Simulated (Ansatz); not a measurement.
# Al3GaN4: the cost of one run

Program: Ansatz 0.2.0. Level of theory: DFT PBEsol, scalar-relativistic, plane waves, PAW. These are calculated values, not measurements.

2 further runs of the same task are left out: 2 set aside as unsound or not needed. Runs told in other sessions of the task aren't counted.

## (1) The starting structure

The structure is monoclinic, space group Pm (No. 6). Conventional cell: a = 5.043 Å, b = 3.130 Å, c = 5.418 Å, α = 90.00°, β = 90.03°, γ = 90.00°. Al (site symmetry m) is surrounded by 4 N at 1.88 to 1.91 Å. Al (site symmetry m) has 4 N at 1.90 Å in its first shell of neighbours. Al (site symmetry m) has 4 N at 1.90 to 1.91 Å in its first shell of neighbours. Around Ga (site symmetry m) lie 4 N at 1.93 to 1.96 Å. N (site symmetry m) has 3 Al at 1.90 Å and 1 Ga at 1.96 Å in its first shell of neighbours. Around N (site symmetry m) lie 4 Al at 1.90 to 1.91 Å. Around N (site symmetry m) lie 2 Al at 1.88 to 1.90 Å and 2 Ga at 1.93 Å. N (site symmetry m) is surrounded by 3 Al at 1.89 to 1.91 Å and 1 Ga at 1.94 Å.

Structure file:

```cif
data_structure
_symmetry_space_group_name_H-M 'Pm'
_symmetry_Int_Tables_number 6
_cell_length_a 5.0434
_cell_length_b 3.1301
_cell_length_c 5.4180
_cell_angle_alpha 90.000
_cell_angle_beta 90.033
_cell_angle_gamma 90.000
_cell_volume 85.53
loop_
_atom_site_label
_atom_site_type_symbol
_atom_site_symmetry_multiplicity
_atom_site_Wyckoff_symbol
_atom_site_fract_x
_atom_site_fract_y
_atom_site_fract_z
_atom_site_occupancy
Al1 Al 1 b 0.49977 0.50000 0.83267 1
Al2 Al 1 b 0.99908 0.50000 0.16519 1
Al3 Al 1 a 0.99891 0.00000 0.66831 1
Ga1 Ga 1 a 0.50058 0.00000 0.33380 1
N1 N 1 a 0.88883 0.00000 0.33367 1
N2 N 1 b 0.87755 0.50000 0.83284 1
N3 N 1 b 0.37488 0.50000 0.15981 1
N4 N 1 a 0.37681 0.00000 0.67371 1
```

It goes back to an entry of the Materials Project, which need not be the stable form.

It is built from the cell relaxed beforehand with the same method (10.69 Å³/atom).

## (2) Zero of energy

The cell is repeated 2 times, 16 atoms in all. The reference gives a free energy of -13681.3747 eV, pressure 0.02 GPa, largest force 0.005 eV/Å and gap on the mesh 3.48 eV. It was computed beforehand with the settings of the runs below.

## (3) Next: a stacking-fault curve

The cut lies on the cell's a–b face, a (0 0 1) plane of area 15.79 Å², between layers 0.91 Å apart (Ga, N below, Al, N above); the cell is 10.8 Å thick. Vector c is tilted by f times 1·a + 0·b (length 5.043 Å) with the atoms' Cartesian places fixed: one unrelaxed fault per cell.

## (4) At f = 0.200

Input file input.yaml:

```yaml
crystal:
  lattice:
    - [-5.0434079721, 0.0, -0.0001149904]
    - [0.0, -3.1300738967, 0.0]
    - [-1.0151541088, 0.0, 10.8359608913]
  atoms:
    - { symbol: Al, position: [0.3580970017, 0.5, 0.7083647831] }
    - { symbol: Al, position: [0.4580970017, 0.5, 0.2083647831] }
    - { symbol: Al, position: [0.9906587368, 0.5, 0.0421027963] }
    - { symbol: Al, position: [0.8906587368, 0.5, 0.5421027963] }
    - { symbol: Al, position: [0.8408026709, 1.0, 0.7905463175] }
    - { symbol: Al, position: [0.9408026709, 1.0, 0.2905463175] }
    - { symbol: Ga, position: [0.3090181965, 1.0, 0.9578004507] }
    - { symbol: Ga, position: [0.4090181965, 1.0, 0.4578004507] }
    - { symbol: "N", position: [0.6972546002, 1.0, 0.9578646251] }
    - { symbol: "N", position: [0.7972546002, 1.0, 0.4578646251] }
    - { symbol: "N", position: [0.7358898897, 0.5, 0.7082789324] }
    - { symbol: "N", position: [0.8358898897, 0.5, 0.2082789324] }
    - { symbol: "N", position: [0.3659172851, 0.5, 0.0447961772] }
    - { symbol: "N", position: [0.2659172851, 0.5, 0.5447961772] }
    - { symbol: "N", position: [0.2192425193, 1.0, 0.7878464176] }
    - { symbol: "N", position: [0.3192425193, 1.0, 0.2878464176] }
basis:
  ecutwfc: 420
kpoints:
  mp_grid: { grid: [5, 7, 2] }
hamiltonian:
  xc: pbesol
scf:
  occupations: { method: gaussian, width: 0.05 }
output:
  forces: true
  stress: true
  eigenvalues: true
```

The run is started by

```sh
$ ansatz run input.yaml --threads 2 --pin off --max-ram 5120MiB --backend cpu --events-out ev --progress --plain --runs-dir out
```

What time and memory should one allow on 2 threads of Intel Xeon 6975P-C (Granite Rapids), shared host?

About 6.5 s, with a peak of 0.54 GiB.
